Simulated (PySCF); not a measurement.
# Cl2H4O2Zn (ZnCl2(H2O)2): the cost of one run

Programs: PySCF 2.14.0, with density-fitted response routines of our own. Each step states its level of theory. These are calculated values for one molecule in the gas phase, unless marked as measured. Atoms are numbered from 0 throughout.

## Step 1: Starting geometry

9 atoms, charge 0, multiplicity 1; geometry from: GFN2-xTB. The atoms were then displaced at random by about 0.03 Å, so the start is not that level's minimum.

Bonds of the start (Å): Zn0–Cl1 2.20, Zn0–Cl2 2.12, Zn0–O3 2.27, Zn0–O6 2.19, O3–H4 0.93, O3–H5 1.03, O6–H7 0.93, O6–H8 0.90.

## Step 2: Relaxing the molecule at PBE0-D3(BJ)/def2-SVP

Job settings and geometry (Å):

```
{"job": {"xc": "PBE0", "basis": "def2-SVP", "d3": "d3bj", "grid": 1, "maxiter": 40, "shake": 0.03, "kind": "geom"}, "charge": 0, "multiplicity": 1}
Zn     0.845970    -0.075670     0.558290
Cl    -0.075170     0.029430     2.549160
Cl     2.319730    -0.046460    -0.964920
O     -0.287580     1.613990    -0.438980
H      0.024420     1.989640    -1.227640
H     -0.874510     2.301710     0.051000
O     -0.508050    -1.614180    -0.214110
H     -1.062880    -1.994330     0.431940
H     -0.249190    -2.273560    -0.770390
```

Run with:

```sh
$ OMP_NUM_THREADS=1 python probes_run.py task.json out
```

The driver reads the jobs from task.json and runs them one after another.

**Question.** How long does this first job take on 1 thread of Intel Xeon at 2.50GHz, shared host, and how much memory does it need?

About 3.7 min, with a peak of 0.48 GiB.
